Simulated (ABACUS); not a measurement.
**NaTb2Sc2FeO9 in ABACUS: the effect of functional**

Crystal: NaTb2Sc2FeO9.

```
Tb Fe Sc Na O
1.0
     5.42601    0.00044   -0.00037
     2.63439    4.75129   -0.00020
     0.00358    0.01148    7.03800
Tb Fe Sc Na O
2 1 2 1 9
Direct
  0.71442 0.67452 0.33371
  0.34092 0.39840 0.62116
  0.01123 0.01834 0.50155
  0.67388 0.64947 0.85487
  0.32576 0.34142 0.14575
  0.01358 0.98502 0.00321
  0.88505 0.77301 0.62903
  0.14182 0.23756 0.39590
  0.12080 0.73894 0.30933
  0.38073 0.79651 0.59719
  0.65394 0.24328 0.37272
  0.53381 0.94447 0.06074
  0.93976 0.42977 0.06078
  0.38988 0.51683 0.91722
  0.87441 0.25246 0.69685
```

The cell was built by a generator and needn't be a form met in nature.

Alike in all runs:

```yaml
Program: ABACUS 3.10.1
Task: single point
Potentials_or_basis: PseudoDojo NC SR 0.4.1 PBE standard, lanthanides 3+ (f in core)
Cutoff: 1361 eV
Density_cutoff: 5442 eV
Basis: DZP LCAO (the cutoffs set its grid)
k_mesh: 6 × 6 × 4
Occupations: fermi-dirac, width 0.05 eV
Spin: collinear spin, ferromagnetic start
Starting_moments: "[0.0, 0.0, 3.0, 0.0, 0.0, 0.0, 0.0, 0.0, 0.0, 0.0, 0.0, 0.0, 0.0, 0.0, 0.0] μB"
```

| functional | gap on the mesh (eV) | largest force (eV/Å) |
| --- | --- | --- |
| LDA | 0.69 | 0.25 |
| PBEsol | 0.80 | 0.14 |
| RPBE | ? | ? |
| AM05 | 0.76 | 0.17 |

Task: What does the run with functional RPBE give?

Result: gap on the mesh 0.87 eV; largest force 0.26 eV/Å.

Caveats: the atomic orbitals were generated for these runs and aren't a published set; the magnetic or orbital state may not be the lowest; the potentials were made for another functional, which shifts forces and pressure; spin-orbit coupling is left out, which moves the levels of the heavy elements; the 4f electrons are frozen in the core as for a trivalent ion, so they carry no moment and show no levels; the basis of atomic orbitals isn't converged, which shifts pressures, moduli and gaps.

A k mesh can miss the band edges.

Runs at the PBE level aren't shown here.
